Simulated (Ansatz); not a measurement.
# F₄H₂O₂SSi₂: up Jacob's ladder to CCSD(T)

How much do the methods differ for F₄H₂O₂SSi₂? The plan is to run it at one geometry with functionals of several rungs and with coupled cluster. The yardstick is the atomisation energy at the CCSD(T) limit.

The runs use Ansatz 0.2.0, Gaussian basis; functionals in def2-TZVPP, the program's frozen cores in correlated methods.

Levels to be run: LDA (SPW92), PBE-D4, revPBE-D4, BLYP-D4, r2SCAN-D4, B97M-V, PBE0-D4, B3LYP-D4, r2SCANh-D4, r2SCAN0-D4, HSE06-D4, BHLYP-D4, CAM-B3LYP-D4, LC-ωPBE, ωB97X-V, ωB97M-V, B2PLYP, PBE-QIDH; CCSD(T)/def2-SVP; CCSD(T)/def2-TZVPP; MP2/def2-QZVPP; extrapolation to the limit; RPA on PBE.

### Step 1. The relaxed structure

An earlier PBE0-D4 in a triple-zeta def2 set relaxation fixed the geometry.

SMILES `O[Si](F)(F)S[Si](O)(F)F`, 11 atoms, charge 0, spin multiplicity 1.

Atoms are counted from 1 here; the program's logs count them from 0.

Bond lengths: O1–Si2 1.610 Å, O1–H10 0.958 Å, Si2–F3 1.570 Å, Si2–F4 1.594 Å, Si2–S5 2.104 Å, S5–Si6 2.124 Å, Si6–O7 1.609 Å, Si6–F8 1.579 Å, Si6–F9 1.571 Å, O7–H11 0.960 Å. Angles: Si2–O1–H10 119.4°, O1–Si2–F3 106.4°, O1–Si2–F4 111.6°, O1–Si2–S5 111.3°, F3–Si2–F4 105.8°, F3–Si2–S5 113.1°, F4–Si2–S5 108.6°, Si2–S5–Si6 99.1°, S5–Si6–O7 115.5°, S5–Si6–F8 108.9°, S5–Si6–F9 105.5°, O7–Si6–F8 111.0°, O7–Si6–F9 107.1°, F8–Si6–F9 108.5°, Si6–O7–H11 117.7°.

### Step 2. LDA

This LDA is Slater exchange with PW92 correlation.

in.yaml

```yaml
crystal:
  periodic: [false, false, false]
  atoms:
    - {symbol: O, position_ang: [-1.501221, 1.528509, 1.925913]}
    - {symbol: Si, position_ang: [-1.188386, 0.593840, 0.653201]}
    - {symbol: F, position_ang: [-2.530881, 0.480228, -0.153232]}
    - {symbol: F, position_ang: [-0.820140, -0.892980, 1.093275]}
    - {symbol: S, position_ang: [0.399291, 1.366691, -0.491237]}
    - {symbol: Si, position_ang: [1.148228, -0.450318, -1.297232]}
    - {symbol: O, position_ang: [1.763643, -1.481635, -0.226708]}
    - {symbol: F, position_ang: [0.012807, -1.134920, -2.154161]}
    - {symbol: F, position_ang: [2.316985, -0.033298, -2.261115]}
    - {symbol: H, position_ang: [-0.775988, 1.851759, 2.462441]}
    - {symbol: H, position_ang: [1.175663, -1.827878, 0.448846]}
basis:
  gaussian: {orbitals: def2-TZVPP}
hamiltonian: {xc: lda}
output: {orbitals: {seedname: orbitals}}
```

The runs that follow: PBE-D4 (GGA); revPBE-D4 (GGA); BLYP-D4 (GGA); r2SCAN-D4 (meta-GGA); B97M-V (meta-GGA); PBE0-D4 (hybrid); B3LYP-D4 (hybrid); r2SCANh-D4 (hybrid); r2SCAN0-D4 (hybrid); HSE06-D4 (hybrid); BHLYP-D4 (hybrid); CAM-B3LYP-D4 (range-separated); LC-ωPBE-D4 (range-separated); ωB97X-V (range-separated); ωB97M-V (range-separated); B2PLYP (double hybrid); PBE-QIDH (double hybrid); CCSD(T) in def2-SVP; CCSD(T) in def2-TZVPP; MP2 in def2-QZVPP; RPA on PBE orbitals.

Before running them: what should the planned runs give, taken together? Wanted: atomisation energy, CCSD(T)/CBS; farthest beyond LDA; mean size of error, GGA; mean size of error, meta-GGA; mean size of error, hybrid; mean size of error, range-separated; mean size of error, double hybrid; gap, smallest and largest; T1 diagnostic.

As calculated:

```
                               quantity                                  value
        atomisation energy, CCSD(T)/CBS                        1173.3 kcal/mol
functionals within 5.9 kcal/mol (0.5 %)                     r2SCAN-D4, ωB97M-V
                    farthest beyond LDA              BHLYP-D4 (-68.1 kcal/mol)
                mean size of error, GGA                          18.6 kcal/mol
           mean size of error, meta-GGA                           4.9 kcal/mol
             mean size of error, hybrid                          32.8 kcal/mol
    mean size of error, range-separated                           9.6 kcal/mol
      mean size of error, double hybrid                          25.4 kcal/mol
              gap, smallest and largest  6.07 eV (BLYP-D4), 13.54 eV (LC-ωPBE)
                          T1 diagnostic                                 0.0120
triples share of the correlation energy                                  3.3 %
```

The LDA atomisation energy is off by 176.0 kcal/mol (15 %): it overbinds. PBE-D4 is off by +7.1 kcal/mol. Double hybrids carry the basis error of their MP2 part in triple zeta, and no dispersion term here, so their miss is partly the set-up's. Taken by rung, meta-GGA functionals do best (4.9 kcal/mol on average) and hybrid ones worst beyond LDA (32.8 kcal/mol). The mean of the hybrids holds BHLYP, with half exact exchange. The reference freezes the cores and leaves out relativity and excitations past (T), so misses under about 5.9 kcal/mol can't be ranked. Hartree-Fock recovers 71 % of the binding; the rest is correlation. CCSD(T) in def2-SVP is off by -125.4 kcal/mol, worse than the median functional, from the basis alone. The gap grows from 6.1 to 13.5 eV across the functionals, mostly with the share of exact exchange.
